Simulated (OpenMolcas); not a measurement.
# Rh³⁺ in K2NaGaF6: CASSCF and CASPT2 levels and susceptibility

Which state of Rh³⁺ lies lowest among these ligands, how large is the field, and what χT follows?

Program: OpenMolcas 26.06. Level of theory: state-averaged CASSCF and CASPT2, spin-orbit coupling by RASSI with atomic mean-field integrals. These are calculated values, not measurements, unless marked.

### 1 The atom as given

| Property | Result |
| --- | --- |
| Species | Rh³⁺ (rhodium, Z = 45, 42 electrons) |
| Basis | ANO-RCC-VTZP [7s6p4d2f1g], 176 functions with the ligands |
| Scalar Hamiltonian | DKH2, point nucleus |
| Inactive shells | 1s 2s 2p 3s 3p 3d 4s 4p of the metal, and all ligand shells |
| Active space | 6 electrons in 5 orbitals (4d) |
| Some configurations of this space | 4d⁶ |
| Orbitals | optimised for each spin and parity, averaged over all roots |

Outer shells as boxes (Hund's rule):

4d6
```
4d [↑↓][↑ ][↑ ][↑ ][↑ ]
```

Rh³⁺ is taken with its 6 nearest fluoride ions at 1.938 Å, on the cation site of K2NaGaF6 (a = 8.246 Å). The rest of the host is ab initio model potentials to 7.6 Å, with orthogonalisation functions on the cations behind the ligands, and point charges beyond; the distance is set by hand, nothing relaxes, and no local charge compensation is placed. Ligand basis ANO-RCC-VDZP.

```xyz
15

Rh    0.0000    0.0000    0.0000
F     1.9380    0.0000    0.0000
F     0.0000    1.9380    0.0000
F    -1.9380    0.0000    0.0000
F     0.0000   -1.9380    0.0000
F     0.0000    0.0000    1.9380
F     0.0000    0.0000   -1.9380
K     2.0615   -2.0615   -2.0615
K    -2.0615    2.0615    2.0615
K     2.0615   -2.0615    2.0615
K    -2.0615    2.0615   -2.0615
K     2.0615    2.0615   -2.0615
K    -2.0615   -2.0615    2.0615
K     2.0615    2.0615    2.0615
K    -2.0615   -2.0615   -2.0615
```

Each step is its own input file, run in one work folder so that later steps find the files of earlier ones. Labels, J, g values, rates, χT and fits are worked out afterwards by a script from the matrices that RASSI stores.

### 2 Basis and integrals

The input, a.inp:

```
&GATEWAY
Basis set
Rh.ANO-RCC-VTZP.
Rh1 0.0 0.0 0.0 Angstrom
End of basis
Basis set
F.ANO-RCC-VDZP.
L1 1.938000 0.000000 0.000000 Angstrom
L2 0.000000 1.938000 0.000000 Angstrom
L3 0.000000 0.000000 1.938000 Angstrom
End of basis
Basis set
Na.EMB-AIMP.Barandiaran.6s3p.1s1p.ECP.K2NaGaF6.
PseudoCharge
* 3 symmetry-unique lattice sites within 7.6 angstrom
End of basis
Basis set
K.EMB-AIMP.Barandiaran.0s.0s.ECP.K2NaGaF6.
PseudoCharge
* 16 symmetry-unique lattice sites within 7.6 angstrom
End of basis
Basis set
Na.EMB-AIMP.Barandiaran.0s.0s.ECP.K2NaGaF6.
PseudoCharge
* 4 symmetry-unique lattice sites within 7.6 angstrom
End of basis
Basis set
F.EMB-AIMP.Barandiaran.0s.0s.ECP.K2NaGaF6.
PseudoCharge
* 39 symmetry-unique lattice sites within 7.6 angstrom
End of basis
Basis set
Ga.EMB-AIMP.Barandiaran.0s.0s.ECP.K2NaGaF6.
PseudoCharge
* 6 symmetry-unique lattice sites within 7.6 angstrom
End of basis
Symmetry
XYZ
AngMom=0.0 0.0 0.0
AMFI
RICD
XField
1521 Angstrom 0
* Evjen-weighted lattice charges
&SEWARD
```

On the command line:

```sh
OMP_NUM_THREADS=1 MOLCAS_MEM=2457 MOLCAS_PROJECT=a pymolcas a.inp > a.log
```

### 3 Reference wave functions, quintets, 5 roots

The input, a.inp:

```
&RASSCF
FileOrb=start.orb
Symmetry=1
Spin=5
nActEl=6 0 0
Inactive=24 24
Ras2=5 0
CIRoot=5 5 1
SDav=5
CIMx=300
Iter=150 100
PrWF=0.3
OrbListing=Nothing
MaxOrb=0
LevShft=1.0
>>> COPY $Project.JobIph JOB001
```

start.orb holds start orbitals that the driver prepared beforehand, or those of the step before.

### 4 CASSCF: triplets, 45 roots

The input, a.inp:

```
&RASSCF
FileOrb=start.orb
Symmetry=1
Spin=3
nActEl=6 0 0
Inactive=24 24
Ras2=5 0
CIRoot=45 45 1
SDav=45
CIMx=300
Iter=150 100
PrWF=0.3
OrbListing=Nothing
MaxOrb=0
LevShft=1.0
>>> COPY $Project.JobIph JOB002
```

### 5 CASSCF: singlets, 50 roots

The input, a.inp:

```
&RASSCF
FileOrb=start.orb
Symmetry=1
Spin=1
nActEl=6 0 0
Inactive=24 24
Ras2=5 0
CIRoot=50 50 1
SDav=50
CIMx=300
Iter=150 100
PrWF=0.3
OrbListing=Nothing
MaxOrb=0
LevShft=1.0
>>> COPY $Project.JobIph JOB003
```

### 6 RASSI: spin-orbit coupling between the states

The input, a.inp:

```
&RASSI
NrOfJobIphs=3 5 45 50
1 2 3 4 5
1 2 3 4 5 6 7 8 9 10 11 12 13 14 15 16 17 18 19 20 21 22 23 24 25 26 27
28 29 30 31 32 33 34 35 36 37 38 39 40 41 42 43 44 45
1 2 3 4 5 6 7 8 9 10 11 12 13 14 15 16 17 18 19 20 21 22 23 24 25 26 27
28 29 30 31 32 33 34 35 36 37 38 39 40 41 42 43 44 45 46 47 48 49 50
IphNames
JOB001
JOB002
JOB003
EJob
SpinOrbit
DIPRint=1.0
SOCoupling=1000.0
Subsets=2
Property=9
'ANGMOM' 1 'ANGMOM' 2 'ANGMOM' 3 'MLTPL  1' 1 'MLTPL  1' 2 'MLTPL  1' 3
'AMFI' 1 'AMFI' 2 'AMFI' 3
SOProperty=3
'ANGMOM' 1 'ANGMOM' 2 'ANGMOM' 3
```

### 7 CASPT2: IPEA 0.25, imaginary shift 0.1 (closed shells correlated: 4s 4p of the metal, with ligand shells; the Frozen line counts the rest)

The input, a.inp:

```
>>> COPY JOB001 $Project.JobIph
&CASPT2
Multistate=5 1 2 3 4 5
NoMult
Frozen=11 9
IPEA=0.25
Imaginary=0.1
MaxIter=60
WThr=0.0 0.3 0.05
PrWF=0.5
NoMix
>>> COPY JOB002 $Project.JobIph
&CASPT2
Multistate=45 1 2 3 4 5 6 7 8 9 10 11 12 13 14 15 16 17 18 19 20 21 22
23 24 25 26 27 28 29 30 31 32 33 34 35 36 37 38 39 40 41 42 43 44 45
NoMult
Frozen=11 9
IPEA=0.25
Imaginary=0.1
MaxIter=60
WThr=0.0 0.3 0.05
PrWF=0.5
NoMix
>>> COPY JOB003 $Project.JobIph
&CASPT2
Multistate=50 1 2 3 4 5 6 7 8 9 10 11 12 13 14 15 16 17 18 19 20 21 22
23 24 25 26 27 28 29 30 31 32 33 34 35 36 37 38 39 40 41 42 43 44 45 46
47 48 49 50
NoMult
Frozen=11 9
IPEA=0.25
Imaginary=0.1
MaxIter=60
WThr=0.0 0.3 0.05
PrWF=0.5
NoMix
```

(Steps that only read results are left out.)

What does the calculation give? Wanted: spin-free ground state; first state of the same spin within the active space; lowest level; next level.

The runs gave:

```
                                            quantity                                                                                                                                          value
                                              method  SS-CASPT2, IPEA 0.25, imaginary shift 0.1 (closed shells correlated: 4s 4p of the metal, with ligand shells; the Frozen line counts the rest)
                              spin-free ground state                                                                                                                1A1, 1-fold in its orbital part
first state of the same spin within the active space                                                                                                                              1T1 at 23700 cm⁻¹
                                        lowest level                                                                                                                                      1-fold A1
                                          next level                                                                                                                                   18876.7 cm⁻¹
                                         χT at 300 K                                                                                                                                 0.03 cm³ K/mol
                           effective moment at 300 K                                                                                                                                        0.49 μB
```

Cost by method:

```csv
method,time of its own steps,time with the reference
A. CASSCF,65 s,65 s
"B. SS-CASPT2, IPEA 0.25, imaginary shift 0.1, +4s 4p",9.2 min,10 min
```

Times are of one thread on a shared host.

What this shows: The spin-free ground state (1A1) is 1-fold and has less than the highest spin computed. CASPT2 does not keep the components of a term degenerate, and the means are used. With metal d orbitals alone active, the gaps between spin states are rough; where two lie within a few thousand cm-1, their order is open.
